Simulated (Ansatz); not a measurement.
# BGeNH (quartet): the correlation ladder at a displaced geometry (v1), cc-pVDZ

An exercise on one series of results from a longer session: the logs are not shown, and one member is left open.

The runs use Ansatz 0.2.0, Gaussian basis; cc-pVDZ, core rule «outside noble gas», up to 16 orbitals frozen.

The runs, in order: UHF; CCSD(T) on ROHF; CCSD(T) on UHF; BCCD(T) on ROHF; CISD as a restricted active space (open shells left free, so some higher excitations enter); CCSDT(Q) on ROHF; CCSDT(Q) on UHF.

27 further runs of the same task are left out: 12 that didn't finish, 15 set aside as unsound or not needed. Runs told in other sessions of the task aren't counted.

**What is computed**

The geometry is a PBE0/def2-TZVP stationary point (not a proven minimum) with its atoms shifted at random (size 0.040 Å). No spin-orbit coupling is included. The filled d shell of Ge may be among the frozen orbitals whatever the setting's name suggests.

4 atoms, charge 0, spin multiplicity 4.

Atoms are counted from 1 here; the program's logs count them from 0.

Bond lengths: B1–Ge2 2.153 Å, B1–N3 1.319 Å, B1–H4 1.152 Å, Ge2–N3 1.876 Å. Angles: Ge2–B1–N3 59.8°, Ge2–B1–H4 145.5°, N3–B1–H4 154.6°, B1–Ge2–N3 37.4°, B1–N3–Ge2 82.8°.

Geometry (Å):

```xyz
4
BGeHN
B    -0.0055    0.5413    1.5906
Ge   -0.0064    0.0392   -0.5030
N     0.0416   -0.7213    1.2110
H    -0.0612    1.3944    2.3630
```

Set-up of the first run:

Contents of in.yaml:

```yaml
crystal:
  periodic: [false, false, false]
  atoms:
    - {symbol: B, position_ang: [-0.005520, 0.541322, 1.590598]}
    - {symbol: Ge, position_ang: [-0.006353, 0.039177, -0.503018]}
    - {symbol: N, position_ang: [0.041611, -0.721330, 1.210961]}
    - {symbol: H, position_ang: [-0.061166, 1.394356, 2.362975]}
basis:
  gaussian: {orbitals: cc-pVDZ}
magnetization: {spin_polarized: true, initial_magnetization: 3}
hamiltonian: {xc: hf}
output: {orbitals: {seedname: orbitals}}
```

Run with:

```
$ ansatz run in.yaml --threads 1 --pin off --events-out ev --progress --plain --max-ram 2393MiB
```

Among the steps run: UHF; CCSD(T) on ROHF; CCSD(T) on UHF; BCCD(T) on ROHF; CISD as a restricted active space (open shells left free, so some higher excitations enter); CCSDT(Q) on ROHF; CCSDT(Q) on UHF.

One of the session's tables, all rows but one given; the rest of the session is left out.

| method | from UCCSDT(Q) (kJ/mol) |
| --- | --- |
| ROHF | +862.8 |
| UHF | +840.2 |
| RMP2 | +94.8 |
| UMP2 | +108.4 |
| RCCSD | +46.3 |
| UCCSD | ? |
| RCCSD(T) | +7.9 |
| UCCSD(T) | +6.7 |
| BCCD(T) | +7.9 |
| RCCSDT | +5.5 |
| UCCSDT | +3.7 |
| RCCSDT(Q) | +1.9 |
| UCCSDT(Q) | 0 |

**Question.** Estimate the row for UCCSD.

As computed: from UCCSDT(Q) (kJ/mol): +43.1. In the column «from UCCSDT(Q) (kJ/mol)» it lies between BCCD(T) (+7.9) and RCCSD (+46.3).

Not comparable, so not listed: CISD as a restricted active space (open shells left free, so some higher excitations enter) (they don't share determinant, frozen orbitals or solution with the rows shown, or repeat one).

Limits of these values: Restricted and unrestricted rows rest on different reference determinants; a gap between their highest levels can come from leftover correlation error, from unlike frozen cores or from another state.
